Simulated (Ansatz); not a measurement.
# WO+ (quartet): the correlation ladder, def2-SVP

One table from this session's results is given with a row withheld; the runs are named, their logs left out.

Program: Ansatz 0.2.0, Gaussian basis. Level of theory: def2-SVP, core rule «outside noble gas», up to 5 orbitals frozen. These are calculated values, not measurements.

Plan: UHF; CCSD(T) on ROHF; CCSD(T) on UHF; CISD as a restricted active space (open shells left free, so some higher excitations enter); CCSDT(Q) on ROHF; CCSDT(Q) on UHF; CASSCF and MRCISD+Q, 11 electrons in 10 orbitals; CASSCF and NEVPT4(SD), 11 electrons in 10 orbitals; CASSCF and NEVPT2, 11 electrons in 10 orbitals.

6 further runs of the same task are left out: 1 that didn't finish, 5 set aside as unsound or not needed. Runs told in other sessions of the task aren't counted.

**What is computed**

The geometry is a PBE0/def2-TZVP stationary point (not a proven minimum) of the parent state, kept for this charge and spin. No spin-orbit coupling is included. Elements past krypton take def2 core potentials.

2 atoms, charge 1, spin multiplicity 4.

Atoms are counted from 1 here; the program's logs count them from 0.

Bond lengths: W1–O2 1.631 Å.

Set-up of the first run:

in.yaml

```yaml
crystal:
  periodic: [false, false, false]
  atoms:
    - {symbol: W, position_ang: [0.000000, 0.000000, 0.000000]}
    - {symbol: O, position_ang: [0.000000, 0.000000, 1.631200]}
basis:
  gaussian: {orbitals: def2-SVP}
total_charge: 1
magnetization: {spin_polarized: true, initial_magnetization: 3}
hamiltonian: {xc: hf}
output: {orbitals: {seedname: orbitals}}
```

Launch:

```sh
$ ansatz run in.yaml --threads 1 --pin off --events-out ev --progress --plain --max-ram 2393MiB
```

Steps of the session up to this table: UHF; CCSD(T) on ROHF; CCSD(T) on UHF; CISD as a restricted active space (open shells left free, so some higher excitations enter); CCSDT(Q) on ROHF; CCSDT(Q) on UHF; CASSCF and MRCISD+Q, 11 electrons in 10 orbitals; CASSCF and NEVPT4(SD), 11 electrons in 10 orbitals; CASSCF and NEVPT2, 11 electrons in 10 orbitals.

One of the session's tables, all rows but one given; the rest of the session is left out.

| method | from RCCSDT(Q) (meV) |
| --- | --- |
| ROHF | +8813.0 |
| UHF | +8420.6 |
| RMP2 | -120.3 |
| UMP2 | +229.8 |
| RCCSD | +489.0 |
| UCCSD | +390.4 |
| RCCSD(T) | -7.7 |
| UCCSD(T) | -41.3 |
| RCCSDT | -16.4 |
| UCCSDT | -95.7 |
| RCCSDT(Q) | 0 |
| UCCSDT(Q) | -140.1 |
| CASSCF valence | +4528.6 |
| NEVPT2 valence | +837.4 |
| NEVPT4(SD) valence | +49.2 |
| MRCISD valence | ? |
| MRCISD+Q valence | -16.3 |

Q: Estimate the row for MRCISD valence from the others.

The run gave: from RCCSDT(Q) (meV): +196.9. In the column «from RCCSDT(Q) (meV)» it lies between NEVPT4(SD) valence (+49.2) and UMP2 (+229.8).

Not comparable, so not listed: CISD as a restricted active space (open shells left free, so some higher excitations enter) (they don't share determinant, frozen orbitals or solution with the rows shown, or repeat one).

Limits of these values: Restricted and unrestricted rows rest on different reference determinants; a gap between their highest levels can come from leftover correlation error, from unlike frozen cores or from another state.
